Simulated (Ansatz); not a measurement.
Working through cell relaxations under several functionals of Na4NO, space group P4/mmm

With the Python package of Ansatz (0.2.0).

At the Python prompt:
```pycon
>>> import warnings
>>> import ansatz as az
>>> import numpy as np
>>> from pymatgen.core import Lattice, Structure
>>> from pymatgen.io.ase import AseAtomsAdaptor
>>> def edges_and_angles(cell):
...     cell = np.asarray(cell)
...     a, b, c = np.linalg.norm(cell, axis=1)
...     cosines = cell[1] @ cell[2] / (b * c), cell[0] @ cell[2] / (a * c), cell[0] @ cell[1] / (a * b)
...     return (a, b, c, *np.degrees(np.arccos(cosines)))
...
>>> warnings.simplefilter("ignore", az.DeckWarning)
>>> pmg_structure = Structure(
...     Lattice([[4.01466, 0.0, 0.0], [0.0, 4.01466, 0.0], [0.0, 0.0, 5.87486]]),
...     ["Na", "Na", "Na", "Na", "N", "O"],
...     [
...         [0.0, 0.5, 0.26192],
...         [0.5, 0.0, 0.73808],
...         [0.0, 0.5, 0.73808],
...         [0.5, 0.0, 0.26192],
...         [0.0, 0.0, 0.0],
...         [0.5, 0.5, 0.5],
...     ],
... )
>>> crystal = az.Crystal.from_ase(AseAtomsAdaptor.get_atoms(pmg_structure))
>>> model = (
...     crystal.calculation()
...     .occupations("cold")
...     .kpoints(spacing=0.29)
...     .basis(35 * az.Ry)
...     .relax(cell=True, force_tolerance=0.01, max_steps=60)
... )
>>> levels = [("lda", "none"), ("pbe", "none"), ("r2scan", "d4")]
>>> print("level            a       b       c    alpha   beta  gamma  V/atom  steps")
level            a       b       c    alpha   beta  gamma  V/atom  steps
>>> for name, dispersion in levels:
...     seen = []
...     run = model.functional(name, dispersion=dispersion).session().plan()
...     out = run.execute(on_event=lambda e: seen.append(e) if e["event"] == "relax_step" else None)
...     cell = out.lattice.cell_ang
...     label = name if dispersion == "none" else f"{name}+{dispersion}"
...     print("{:13s} {:7.4f} {:7.4f} {:7.4f} {:6.2f} {:6.2f} {:6.2f}".format(label, *edges_and_angles(cell)), f"{abs(np.linalg.det(cell)) / len(out.lattice.sites):7.3f} {len(seen):5d}")
...
lda            3.8632  3.8632  5.6726  90.00  90.00  90.00  14.110     8
pbe            4.0012  4.0012  5.8526  90.00  90.00  90.00  15.616     6
r2scan+d4      3.9165  3.9165  5.7952  90.00  90.00  90.00  14.815     6
```

From smallest to largest: LDA (14.11 Å³ an atom, -10.6 % against the start), r2SCAN+D4 (14.81 Å³ an atom, -6.1 % against the start) and PBE (15.62 Å³ an atom, -1.0 % against the start). The spread is 10.7 % in volume.

What to keep in mind:
- The cutoff lies under the one recommended for these potentials in some of the runs.
- The cell holds an odd number of electrons and is run without spin, so a magnetic state may lie lower.
- Dispersion corrections can be off by several per cent in the lattices of metals, and by several GPa in the pressure at a fixed cell.
- For a metal this k-point mesh is coarse: on a finer one energies can move by several to tens of meV an atom and pressures by half a GPa or more, differences at one mesh by less.
- This cell is a computed structure, which may not be the phase found in nature.
- The script silences the warnings on its input, which a real study should read.
- The whole script took 110 s on 1 thread of Arm Neoverse V2 (shared host), peak memory 0.71 GiB.
